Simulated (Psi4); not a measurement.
# SrF (SMILES [F][Sr]) at UMP2/def2-TZVPP (core potential)

Aim: the vertical doublet–quartet gap of SrF at UMP2/def2-TZVPP (core potential), from 2 runs. 

The results are computed with Psi4 1.11.

1 further run of the same task is left out (set aside as unsound or not needed).

**1. The structure to begin with**

SrF has 2 atoms, charge 0, and is taken as a doublet. As SMILES, `[F][Sr]`. Geometry: relaxed at PBE0-D4/def2-TZVP.

Bond lengths: F1–Sr2 2.082 Å.

**2. A single-point energy at UMP2/def2-TZVPP (core potential)**

File job.dat:

```
memory 1.6 GB

molecule system {
  0 2
  F      0.000000     0.000000    -0.069330
  Sr     0.000000     0.000000     2.012350
  symmetry c1
}

set basis def2-TZVPP
set reference uhf
set puream true
set e_convergence 1e-09
set d_convergence 1e-08
set scf_type pk
set num_frozen_docc 1
set mp2_type conv
set maxiter 100

e, wfn = energy('mp2', return_wfn=True)
```

Command:

```bash
psi4 job.dat job.out -n 1
```

job.out:

```text
[...]
    !!!  WARNING: ECP capability is in beta. Please check occupations closely.  !!!
[...]
  Running in c1 symmetry.
[...]
  Nuclear repulsion =   22.878611967401334
[...]
  Multiplicity = 2
[...]
  Nalpha       = 10
  Nbeta        = 9
[...]
    Number of basis functions: 71
[...]
   @UHF iter   1:  -129.79554499013673   -4.05409e-01   7.26006e-03 DIIS/ADIIS
[...]
   @UHF iter  13:  -129.90647824232042   -7.02016e-12   7.93563e-09 DIIS
[...]
   @S^2 Observed:                7.503904939E-01
[...]
    Orbital Energies [Eh]
    ---------------------
    Alpha Occupied:
       1A    -26.152509     2A     -1.941181     3A     -1.434474
       4A     -1.086872     5A     -1.086872     6A     -1.071729
       7A     -0.524787     8A     -0.518989     9A     -0.518989
      10A     -0.192230
    Alpha Virtual:
      11A      0.010529    12A      0.010529    13A      0.033783
      14A      0.070342    15A      0.070342    16A      0.101079
      17A      0.101079    18A      0.102567    19A      0.122826
      20A      0.171901    21A      0.171901    22A      0.193408
      23A      0.193408    24A      0.196132    25A      0.223330
[...]
  @UHF Final Energy:  -129.90647824232042
   => Energetics <=
    Nuclear Repulsion Energy =             22.8786119674013335
    One-Electron Energy =                -236.7208276840669896
    Two-Electron Energy =                  83.9357374743452311
    Total Energy =                       -129.9064782423204178
  UHF NO Occupations:
  HONO-2 :    8  A 1.9999407
  HONO-1 :    9  A 1.9999407
[...]
 Multipole Moments:
 ------------------------------------------------------------------------------------
     Multipole            Electronic (a.u.)      Nuclear  (a.u.)        Total (a.u.)
 ------------------------------------------------------------------------------------
 L = 1.  Multiply by 2.5417464519 to convert [e a0] to [Debye]
 Dipole X            :          0.0000000            0.0000000            0.0000000
 Dipole Y            :         -0.0000001            0.0000000           -0.0000001
 Dipole Z            :         23.3323809          -22.1214492            1.2109317
 Magnitude           :                                                    1.2109317
[...]
	SCS-MP2 Total Energy (a.u.)        :  -130.34900043478405
	SOS-MP2 Total Energy (a.u.)        :  -130.30768170096266
	SCSN-MP2 Total Energy (a.u.)       :  -130.12464115689721
[...]
	SOS-PI-MP2 Total Energy (a.u.)     :  -130.37454894406969
[...]
	MP2 Total Energy (a.u.)            :  -130.36477065931970
[...]
```

Wall time 5.4 s (1 thread of Intel Xeon Platinum 8259CL at 2.50GHz (Skylake/Cascade Lake), shared host); peak memory 0.31 GiB.

**3. The quartet at the same level**

File input.json:

```json
{
 "schema_name": "qcschema_input",
 "schema_version": 1,
 "molecule": {
  "schema_name": "qcschema_molecule",
  "schema_version": 2,
  "symbols": ["F", "Sr"],
  "geometry": [0.0, 0.0, -0.13101471, 0.0, 0.0, 3.80279037],
  "molecular_charge": 0,
  "molecular_multiplicity": 4,
  "fix_symmetry": "c1"
 },
 "driver": "energy",
 "model": {
  "method": "mp2",
  "basis": "def2-TZVPP"
 },
 "keywords": {
  "reference": "uhf",
  "puream": true,
  "e_convergence": 1e-09,
  "d_convergence": 1e-08,
  "scf_type": "pk",
  "num_frozen_docc": 1,
  "mp2_type": "conv",
  "maxiter": 100
 }
}
```

Command:

```bash
psi4 --qcschema input.json -n 1 --memory 1600MB
```

stdout:

```text
[...]
    !!!  WARNING: ECP capability is in beta. Please check occupations closely.  !!!
[...]
  Running in c1 symmetry.
[...]
  Nuclear repulsion =   22.878611972304434
[...]
  Multiplicity = 4
[...]
  Nalpha       = 11
  Nbeta        = 8
[...]
    Number of basis functions: 71
[...]
   @UHF iter   1:  -129.61235114184407   -2.22190e-01   3.38584e-03 ADIIS/DIIS
[...]
   @UHF iter  15:  -129.66976629407378   -7.98650e-12   5.38172e-09 DIIS
[...]
   @S^2 Observed:                3.754369478E+00
[...]
    Orbital Energies [Eh]
    ---------------------
    Alpha Occupied:
       1A    -26.555425     2A     -2.008007     3A     -1.834915
       4A     -1.184998     5A     -1.141095     6A     -1.138733
       7A     -0.967540     8A     -0.883861     9A     -0.883718
      10A     -0.232236    11A     -0.141805
    Alpha Virtual:
      12A      0.004497    13A      0.015491    14A      0.047159
      15A      0.048749    16A      0.059866    17A      0.067288
      18A      0.067828    19A      0.101714    20A      0.149113
      21A      0.156443    22A      0.164612    23A      0.166090
      24A      0.173709    25A      0.175506    26A      0.175557
[...]
  @UHF Final Energy:  -129.66976629407378
   => Energetics <=
    Nuclear Repulsion Energy =             22.8786119723044337
    One-Electron Energy =                -232.9299451499458655
    Two-Electron Energy =                  80.3815668835676433
    Total Energy =                       -129.6697662940737814
  UHF NO Occupations:
  HONO-2 :    9  A 1.0000000
  HONO-1 :   10  A 1.0000000
[...]
 Multipole Moments:
 ------------------------------------------------------------------------------------
     Multipole            Electronic (a.u.)      Nuclear  (a.u.)        Total (a.u.)
 ------------------------------------------------------------------------------------
 L = 1.  Multiply by 2.5417464519 to convert [e a0] to [Debye]
 Dipole X            :          0.0000050            0.0000000            0.0000050
 Dipole Y            :         -0.0000020            0.0000000           -0.0000020
 Dipole Z            :         21.0405057          -22.1214492           -1.0809435
 Magnitude           :                                                    1.0809435
[...]
	SCS-MP2 Total Energy (a.u.)        :  -130.04260695122770
	SOS-MP2 Total Energy (a.u.)        :  -130.00901403902094
	SCSN-MP2 Total Energy (a.u.)       :  -129.84713687052539
[...]
	SOS-PI-MP2 Total Energy (a.u.)     :  -130.06555532984547
[...]
	MP2 Total Energy (a.u.)            :  -130.05325148481663
[...]
```

The result, in JSON:

```text
{
 "driver": "energy",
 "model": {
  "method": "mp2",
  "basis": "def2-TZVPP"
 },
 "success": true,
 "return_result": -130.05325148481663,
 "properties": {
  "calcinfo_nbasis": 71,
  "calcinfo_nmo": 71,
  "calcinfo_nalpha": 11,
  "calcinfo_nbeta": 8,
  "calcinfo_natom": 2,
  "nuclear_repulsion_energy": 22.878611972304434,
  "return_energy": -130.05325148481663,
  "scf_one_electron_energy": -232.92994514994587,
  "scf_two_electron_energy": 80.38156688356764,
  "scf_dipole_moment": [4.987507325032824e-06, -1.984825747564822e-06, -1.0809434944804188],
  "scf_total_energy": -129.66976629407378,
  "scf_iterations": 15,
  "mp2_same_spin_correlation_energy": -0.10077873662022015,
  "mp2_opposite_spin_correlation_energy": -0.28270645412263945,
  "mp2_singles_energy": 0.0,
  "mp2_doubles_energy": -0.3834851907428596,
  "mp2_correlation_energy": -0.3834851907428458,
  "mp2_total_energy": -130.05325148481663
 }
}
```

Wall time 6 s (1 thread of Intel Xeon Platinum 8259CL at 2.50GHz (Skylake/Cascade Lake), shared host); peak memory 0.31 GiB.

**4. Results**

At UMP2/def2-TZVPP (core potential), 1 core orbital frozen:

| quantity | value |
| --- | --- |
| doublet: total energy | -130.36477 Eh |
| doublet: HOMO energy (Hartree–Fock orbitals) (highest over α and β) | -5.23 eV |
| doublet: LUMO energy (Hartree–Fock orbitals) (lowest over α and β) | 0.08 eV |
| doublet: correlation energy (1 core orbital frozen) | -458.3 mEh |
| doublet: ⟨S²⟩ of the reference determinant | 0.750 |
| quartet: total energy | -130.05325 Eh |
| quartet: HOMO energy (Hartree–Fock orbitals) (highest over α and β) | -3.86 eV |
| quartet: LUMO energy (Hartree–Fock orbitals) (lowest over α and β) | -2.88 eV |
| quartet: correlation energy (1 core orbital frozen) | -383.5 mEh |
| quartet: ⟨S²⟩ of the reference determinant | 3.754 |
| vertical energy of the quartet above the doublet | 8.477 eV |

**Reading.** At this shape the quartet lies 8.48 eV (195 kcal/mol) above the doublet.
